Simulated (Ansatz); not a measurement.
# B2H2S2O (SMILES SB1OBS1) at revPBE/cc-pVDZ

What is the vertical ionisation energy of B2H2S2O at revPBE/cc-pVDZ? 

Program for the calculation: Ansatz 0.2.0.

67 further runs of the same task are left out: 67 set aside as unsound or not needed. Runs told in other sessions of the task aren't counted.

## Step 1: The system as given

B2H2S2O has 7 atoms, charge 0, and is taken as a singlet. SMILES: `SB1OBS1`. The shape is that of a PBE0-D4/def2-TZVP optimisation. This is one conformer, not always the lowest.

Bond lengths: S1–B2 1.781 Å, B2–O3 1.394 Å, O3–B4 1.387 Å, B2–S5 1.841 Å, B4–S5 1.832 Å, S1–H6 1.345 Å, B4–H7 1.189 Å. Angles: S1–B2–O3 127.3°, S1–B2–S5 130.2°, O3–B2–S5 102.6°, B2–O3–B4 89.7°, O3–B4–S5 103.3°, B2–S5–B4 64.5°, B2–S1–H6 94.6°, O3–B4–H7 125.5°, S5–B4–H7 131.2°.

## Step 2: The energy at revPBE/cc-pVDZ

The input, molecule.yaml:

```yaml
crystal:
  periodic: [false, false, false]
  atoms:
    - {symbol: S, position_ang: [-1.594700, 0.794600, 1.402500]}
    - {symbol: B, position_ang: [-0.211900, 0.312100, 0.389500]}
    - {symbol: O, position_ang: [-0.181400, -0.697300, -0.571400]}
    - {symbol: B, position_ang: [1.146800, -0.395600, -0.834200]}
    - {symbol: S, position_ang: [1.501400, 0.981700, 0.321000]}
    - {symbol: H, position_ang: [-2.432400, -0.120800, 0.882800]}
    - {symbol: H, position_ang: [1.833600, -0.942500, -1.636000]}
basis:
  gaussian:
    orbitals: cc-pVDZ
hamiltonian:
  xc: {name: revPBE}
accuracy: high
output: {orbitals: {seedname: orbitals}}
```

Launch:

```console
$ ansatz run molecule.yaml --threads 1 --pin off --max-ram 2610MiB --events-out events.jsonl --progress --plain --runs-dir runs
```

Log:

```text
Warning: RAYON_NUM_THREADS=1 ignored (pool sized by the plan → 1); use --threads N
Functional definition: revPBE
  name "revPBE"
  parameter kappa = 1.245
  parameter beta = 0.06672455060314922
  exchange = pbe_x(kappa = kappa, mu = beta*pi^2/3)
  correlation = pbe_c(beta = beta)
2018 factors; integrals over basis functions are off by at most 3.3e-9 eV
mean field evaluation 1: about -25097.0294 eV, gradient 4.9e1 eV
mean field evaluation 2: about -25071.6979 eV, gradient 1.2e2 eV
mean field evaluation 4: about -25101.9349 eV, gradient 6.0e0 eV
mean field evaluation 8: about -25102.0301 eV, gradient 5.5e-1 eV
mean field evaluation 16: about -25102.0309 eV, gradient 5.0e-5 eV
mean field -25102.03093745 eV, -922.4826221837 hartree, gradient 3.9e-8 eV, S^2 0.000000; 0 other end points of the search recorded, 0 dependent functions left out
reference -25102.03094118 eV, -922.4826223206 hartree; 26, 26 occupied and 62, 62 virtual orbitals, 2018 factors
Total energy: -25102.03094118 eV, -922.4826223206 hartree
```

Run time: 6.9 s. Hardware: 1 thread of Arm Neoverse V2, shared host; peak memory 0.23 GiB.

## Step 3: The doublet cation at the same level

The input, run.yaml:

```yaml
crystal:
  periodic: [false, false, false]
  atoms:
    - {symbol: S, position_ang: [-1.594700, 0.794600, 1.402500]}
    - {symbol: B, position_ang: [-0.211900, 0.312100, 0.389500]}
    - {symbol: O, position_ang: [-0.181400, -0.697300, -0.571400]}
    - {symbol: B, position_ang: [1.146800, -0.395600, -0.834200]}
    - {symbol: S, position_ang: [1.501400, 0.981700, 0.321000]}
    - {symbol: H, position_ang: [-2.432400, -0.120800, 0.882800]}
    - {symbol: H, position_ang: [1.833600, -0.942500, -1.636000]}
basis:
  gaussian:
    orbitals: cc-pVDZ
hamiltonian:
  xc: {name: revPBE}
accuracy: high
total_charge: 1
output: {orbitals: {seedname: orbitals}}
magnetization:
  spin_polarized: true
  initial_magnetization: 1
```

Launch:

```console
$ ansatz run run.yaml --threads 1 --pin off --max-ram 2610MiB --events-out events.jsonl --progress --plain --runs-dir runs
```

Log, cut to the lines that bear on the results:

```text
Warning: RAYON_NUM_THREADS=1 ignored (pool sized by the plan → 1); use --threads N
[... 6 set-up lines as earlier in the session ...]
2018 factors; integrals over basis functions are off by at most 3.3e-9 eV
mean field evaluation 1: about -25077.6233 eV, gradient 5.7e1 eV
mean field evaluation 2: about -24870.5527 eV, gradient 1.6e2 eV
mean field evaluation 4: about -25085.2866 eV, gradient 3.3e1 eV
mean field evaluation 8: about -25092.4231 eV, gradient 6.6e-1 eV
mean field evaluation 16: about -25092.4241 eV, gradient 4.7e-4 eV
mean field evaluation 32: about -25090.3385 eV, gradient 1.2e1 eV
mean field -25092.42407566 eV, -922.1295765246 hartree, gradient 4.4e-8 eV, S^2 0.754498; 3 other end points of the search recorded, 0 dependent functions left out
reference -25092.42407942 eV, -922.1295766627 hartree; 26, 25 occupied and 62, 63 virtual orbitals, 2018 factors
Total energy: -25092.42407942 eV, -922.1295766627 hartree
```

Run time: 21 s. Hardware: 1 thread of Arm Neoverse V2, shared host; peak memory 0.3 GiB.

## Step 4: Summary of results

Level: revPBE/cc-pVDZ.

```
                                          quantity          value
                     singlet B2H2S2O: total energy  -922.48262 Eh
                      singlet B2H2S2O: HOMO energy       -6.52 eV
                      singlet B2H2S2O: LUMO energy       -2.02 eV
                    singlet B2H2S2O: HOMO–LUMO gap        4.50 eV
                      doublet cation: total energy  -922.12958 Eh
doublet cation: HOMO energy (highest over α and β)      -12.98 eV
 doublet cation: LUMO energy (lowest over α and β)      -12.62 eV
                              doublet cation: ⟨S²⟩          0.754
vertical ionisation energy (to the doublet cation)       9.607 eV
```

The vertical ionisation energy comes to 9.61 eV (222 kcal/mol). −ε(HOMO) before ionisation, 6.52 eV, is 3.09 eV below this ionisation energy.
